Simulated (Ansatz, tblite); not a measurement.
# PtS$_{2}$ with GFN2-xTB from a Python script

These are simulated results from tblite 0.8.0, not measurements. The cell began as a measured structure and was relaxed with r2SCAN+rVV10 in plane waves (Ansatz 0.2.0). All runs are without spin polarisation.

It is trigonal, P-3m1 (No. 164); conventional cell a = 3.553 Å, c = 5.123 Å, 18.66 Å³ an atom. Around Pt lie 6 S at 2.39 Å; around S lie 3 Pt at 2.39 Å.

tblite solves periodic systems at the zone centre alone, so the script builds a cluster of 3×3×2 conventional cells (54 atoms), which folds in a coarse mesh of k points.

The script, run.py:

```python
import json
from ase import Atoms
from ase.build import make_supercell
from ase.units import Bohr, GPa, Hartree
from tblite.interface import Calculator

atoms = Atoms(['Pt', 'S', 'S'],
              cell=[[3.5526241, 0.0, 0.0], [-1.77631205, 3.07666272, 0.0], [0.0, 0.0, 5.1228306]],
              scaled_positions=[[0.0, 0.0, 0.0], [0.333333333, 0.666666667, 0.239254218], [0.666666667, 0.333333333, 0.760745782]],
              pbc=True)
cluster = make_supercell(atoms, [[3, 0, 0], [0, 3, 0], [0, 0, 2]])
calc = Calculator('GFN2-xTB', cluster.numbers, cluster.positions / Bohr, lattice=cluster.cell[:] / Bohr, periodic=cluster.pbc)
calc.set('temperature', 0.02 / Hartree)
calc.set('max-iter', 150)
res = calc.singlepoint()
levels = res.get('orbital-energies') * Hartree
nv = round(res.get('orbital-occupations').sum() / 2)
cells = len(cluster) // len(atoms)
out = {'energy_per_cell': res.get('energy') * Hartree / cells, 'homo': levels[nv - 1], 'lumo': levels[nv],
       'stress': (-res.get('virial') * Hartree / cluster.get_volume() / GPa).tolist(), 'charges': res.get('charges')[:len(atoms)].tolist(), 'electrons': 2 * nv / cells}
json.dump(out, open('results.json', 'w'))
for key, value in out.items():
    print(key, value)
```

Command: `python run.py`. It took 5.3 s on 1 thread of Arm Neoverse V1, with other jobs on the host, peak memory 0.12 GiB.

The log:

```
------------------------------------------------------------
  cycle        total energy    energy error   density error
------------------------------------------------------------
      1     -200.3617210422  -2.0077793E+02   3.4888406E-01
      2     -200.4523912646  -9.0670222E-02   1.2315797E-01
      3     -200.4250772774   2.7313987E-02   3.6189983E-02
      4     -200.4905447464  -6.5467469E-02   1.6002842E-02
      5     -200.4938019429  -3.2571965E-03   3.0812432E-03
      6     -200.4937319598   6.9983141E-05   1.4420261E-03
      7     -200.4932543277   4.7763214E-04   2.4205623E-03
      8     -200.4938387984  -5.8447070E-04   2.8240967E-04
      9     -200.4938343813   4.4170403E-06   3.4138532E-04
     10     -200.4938408370  -6.4556375E-06   9.2033583E-05
     11     -200.4938408690  -3.2025923E-08   1.1196109E-05
------------------------------------------------------------

 total:                                   4.659 sec
energy_per_cell -303.09529441078377
homo -10.50788999160633
lumo -9.80084506171328
stress [[5.975434514614425, -4.972052476322939e-05, -6.057811081074968e-07], [-4.9720524763449686e-05, 5.975377128837595, -1.078256121977998e-06], [-6.057811081380969e-07, -1.0782561220214132e-06, 4.6262571183296135]]
charges [0.025460015317564366, -0.012738152342749928, -0.012739697875278996]
electrons 22.0
```

The cycle table is in hartree for the whole cluster, and the lines after it are in eV (the energy for one cell). The printed stress is in GPa and positive in compression, and the pressure is its mean diagonal.

GFN2-xTB gives a gap of 0.71 eV. On the same cell, plane-wave PBE (Ansatz, 12×12×6 k points and the special points) gives a gap of 0.62 eV and r2SCAN a gap of 0.79 eV; on shared hosts these took about 6.6 and 15 core-seconds on the 3-atom cell, against 5.3 for the script. Spin-orbit coupling, left out in all these runs, can cut or reorder the gap by tenths of an eV, up to about 1 eV with Pb or Bi. xTB was fitted to molecules, so gaps, charges and pressures of solids can be far off, and the gap also depends on the size of the cluster.

The same script was run on cells scaled at fixed shape and fractional coordinates:

| volume (Å³/atom) | energy (meV/atom) | pressure (GPa, positive in compression) | gap (eV) |
| --- | --- | --- | --- |
| 16.42 | 181.7 | 22.99 | 0.82 |
| 17.54 | 61.4 | 12.39 | 0.76 |
| 18.66 | 0.0 | 5.53 | 0.71 |
| 19.78 | -19.8 | 0.40 | 0.66 |
| 20.90 | -8.3 | -3.58 | 0.61 |

A Birch-Murnaghan fit puts the minimum at 19.88 Å³/atom, 6.5 % above the given cell, with a bulk modulus of 75.5 GPa at fixed shape.

xTB was fitted mostly to molecules, and a small cluster samples few k points, so gaps, pressures and kinks along a curve can be far from a solid's.

No spin-orbit coupling is included; it can move band edges with weight on the heavy atoms by tenths of an eV.
